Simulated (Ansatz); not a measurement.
# Cl4Zr: the cost of one run

Computed with Ansatz 0.2.0, Gaussian basis. Level: the settings change from run to run.

## 1. The geometry

The structure was relaxed beforehand with PBE0-D4 in a triple-zeta def2 set. Zr takes a core potential in def2 sets; no spin-orbit term is included.

SMILES `[Cl][Zr]([Cl])([Cl])[Cl]`, 5 atoms, charge 0, spin multiplicity 1.

Atoms are counted from 1 here; the program's logs count them from 0.

Bond lengths: Cl1–Zr2 2.316 Å, Zr2–Cl3 2.316 Å, Zr2–Cl4 2.316 Å, Zr2–Cl5 2.316 Å. Angles: Cl1–Zr2–Cl3 109.5°, Cl1–Zr2–Cl4 109.5°, Cl1–Zr2–Cl5 109.5°, Cl3–Zr2–Cl4 109.5°, Cl3–Zr2–Cl5 109.5°, Cl4–Zr2–Cl5 109.5°.

Coordinates:

```tsv
atom	x (Å)	y (Å)	z (Å)
Cl1	-0.1100	-0.2308	2.3018
Zr2	0.0000	0.0000	0.0000
Cl3	1.5454	-1.4992	-0.8533
Cl4	-2.0817	-0.4301	-0.9193
Cl5	0.6463	2.1601	-0.5293
```

## 2. B97/def2-TZVPP

Options: atoms shaken by 0.03 Å, a point charge of 0.50 e beside it, high accuracy.

The input, in.yaml:

```yaml
crystal:
  periodic: [false, false, false]
  atoms:
    - {symbol: Cl, position_ang: [-0.113476, -0.214839, 2.230436]}
    - {symbol: Zr, position_ang: [0.020729, 0.027071, 0.060190]}
    - {symbol: Cl, position_ang: [1.602737, -1.497351, -0.839878]}
    - {symbol: Cl, position_ang: [-2.042071, -0.381016, -0.955988]}
    - {symbol: Cl, position_ang: [0.636517, 2.220929, -0.555662]}
basis:
  gaussian: {orbitals: def2-TZVPP, point_charges: [{charge: 0.50, position_ang: [6.309, -0.715, -0.526]}]}
hamiltonian: {xc: {name: B97}}
accuracy: high
output: {forces: true}
```

Started as:

```bash
$ ansatz run in.yaml --threads 4 --pin off --events-out ev --progress --plain --max-ram 10444MiB
```

**Question.** How long does this run take on 4 threads of Arm Neoverse V2, shared host, and how much memory does it need?

About 41 s, with a peak of 1.6 GiB.
